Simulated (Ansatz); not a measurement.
# C2H5AlF (SMILES [CH2][Al]([CH3])[F]) at UHF/STO-3G

What is the energy change on altering one bond length of C2H5AlF at UHF/STO-3G? 

The results are computed with Ansatz 0.2.0.

55 further runs of the same task are left out: 1 that didn't finish, 54 set aside as unsound or not needed.

## Step 1: The system as given

The species is C2H5AlF (9 atoms), meant as a doublet with charge 0. As SMILES, `[CH2][Al]([CH3])[F]`. The coordinates come from a PBE0-D4/def2-TZVP relaxation. This is one conformer, not always the lowest.

Bond lengths: C1–Al2 1.918 Å, Al2–C3 1.939 Å, Al2–F4 1.657 Å, C1–H5 1.088 Å, C1–H6 1.089 Å, C3–H7 1.094 Å, C3–H8 1.094 Å, C3–H9 1.093 Å. Some angles: C1–Al2–C3 125.9°, C1–Al2–F4 116.2°, C3–Al2–F4 117.9°, Al2–C1–H5 124.0°, Al2–C1–H6 123.9°, Al2–C3–H7 111.0°, Al2–C3–H8 110.9°, Al2–C3–H9 112.4°, H5–C1–H6 112.2°, H7–C3–H8 106.5°.

## Step 2: The energy at UHF/STO-3G

in.yaml

```yaml
crystal:
  periodic: [false, false, false]
  atoms:
    - {symbol: C, position_ang: [-0.686400, 1.587500, -0.820000]}
    - {symbol: Al, position_ang: [-0.112800, -0.228700, -0.596500]}
    - {symbol: C, position_ang: [0.607100, -1.002300, 1.029300]}
    - {symbol: F, position_ang: [-0.253200, -1.209400, -1.924700]}
    - {symbol: H, position_ang: [-1.086800, 1.989200, -1.748800]}
    - {symbol: H, position_ang: [-0.649000, 2.336800, -0.031000]}
    - {symbol: H, position_ang: [-0.009300, -1.839800, 1.370600]}
    - {symbol: H, position_ang: [1.611200, -1.403400, 0.860100]}
    - {symbol: H, position_ang: [0.667900, -0.276300, 1.843700]}
basis:
  gaussian: {orbitals: STO-3G}
magnetization: {spin_polarized: true, initial_magnetization: 1}
hamiltonian: {xc: hf}
accuracy: high
output: {orbitals: {seedname: orbitals}}
```

The run is started by

```
$ ansatz run in.yaml --threads 1 --pin off --max-ram 3480MiB --events-out events.jsonl --progress --plain --runs-dir runs
```

Standard output:

```text
Warning: RAYON_NUM_THREADS=1 ignored (pool sized by the plan → 1); use --threads N
Functional definition: HF
  name "HF"
  exchange = exact_x
  correlation = 0
580 factors; integrals over basis functions are off by at most 6.4e-9 eV
mean field evaluation 1: about -11284.9757 eV, gradient 1.5e1 eV
mean field evaluation 2: about -11285.0434 eV, gradient 1.5e1 eV
mean field evaluation 4: about -11287.2714 eV, gradient 1.3e0 eV
mean field evaluation 8: about -11287.2980 eV, gradient 1.9e-2 eV
mean field -11287.29797111 eV, -414.8005496330 hartree, gradient 8.2e-8 eV, S^2 0.766051; 0 other end points of the search recorded, 0 dependent functions left out
reference -11287.29797111 eV, -414.8005496330 hartree; 20, 19 occupied and 9, 10 virtual orbitals, 580 factors
Total energy: -11287.29797111 eV, -414.8005496330 hartree
```

Wall time 0.3 s (1 thread of Arm Neoverse V1, shared host).

## Step 3: The distorted shape at the same level

run.yaml

```yaml
crystal:
  periodic: [false, false, false]
  atoms:
    - {symbol: C, position_ang: [-0.665343, 1.734585, -0.620796]}
    - {symbol: Al, position_ang: [-0.091743, -0.081615, -0.397296]}
    - {symbol: C, position_ang: [0.628157, -0.855215, 1.228504]}
    - {symbol: F, position_ang: [-0.253200, -1.209400, -1.924700]}
    - {symbol: H, position_ang: [-1.065743, 2.136285, -1.549596]}
    - {symbol: H, position_ang: [-0.627943, 2.483885, 0.168204]}
    - {symbol: H, position_ang: [0.011757, -1.692715, 1.569804]}
    - {symbol: H, position_ang: [1.632257, -1.256315, 1.059304]}
    - {symbol: H, position_ang: [0.688957, -0.129215, 2.042904]}
basis:
  gaussian:
    orbitals: STO-3G
magnetization:
  spin_polarized: true
  initial_magnetization: 1
hamiltonian:
  xc: hf
accuracy: high
output: {orbitals: {seedname: orbitals}}
```

The run is started by

```
$ ansatz run run.yaml --threads 1 --pin off --max-ram 3480MiB --events-out events.jsonl --progress --plain --runs-dir runs
```

Standard output:

```text
Warning: RAYON_NUM_THREADS=1 ignored (pool sized by the plan → 1); use --threads N
Functional definition: HF
  name "HF"
  exchange = exact_x
  correlation = 0
573 factors; integrals over basis functions are off by at most 4.6e-9 eV
mean field evaluation 1: about -11282.7696 eV, gradient 1.6e1 eV
mean field evaluation 2: about -11282.8354 eV, gradient 1.6e1 eV
mean field evaluation 4: about -11286.0536 eV, gradient 1.6e0 eV
mean field evaluation 8: about -11286.0958 eV, gradient 3.6e-2 eV
mean field -11286.09583114 eV, -414.7563718039 hartree, gradient 2.1e-8 eV, S^2 0.766844; 0 other end points of the search recorded, 0 dependent functions left out
reference -11286.09583114 eV, -414.7563718039 hartree; 20, 19 occupied and 9, 10 virtual orbitals, 573 factors
Total energy: -11286.09583114 eV, -414.7563718039 hartree
```

Wall time 0.42 s (1 thread of Arm Neoverse V1, shared host).

## Step 4: What came out

Level: UHF/STO-3G.

| quantity | value |
| --- | --- |
| first shape: total energy | -414.80055 Eh |
| first shape: HOMO energy (highest over α and β) | -8.52 eV |
| first shape: LUMO energy (lowest over α and β) | 7.44 eV |
| first shape: ⟨S²⟩ | 0.766 |
| distorted shape: total energy | -414.75637 Eh |
| distorted shape: HOMO energy (highest over α and β) | -8.58 eV |
| distorted shape: LUMO energy (lowest over α and β) | 7.06 eV |
| distorted shape: ⟨S²⟩ | 0.767 |
| energy change with the Al2–F4 bond stretched from 1.657 to 1.906 Å | 1.202 eV |

What this shows: With the Al2–F4 bond stretched from 1.657 to 1.906 Å the energy rises by 1.20 eV (28 kcal/mol). The first shape isn't relaxed at this level, so the change isn't measured from a minimum. The minimal basis adds a large error of its own.
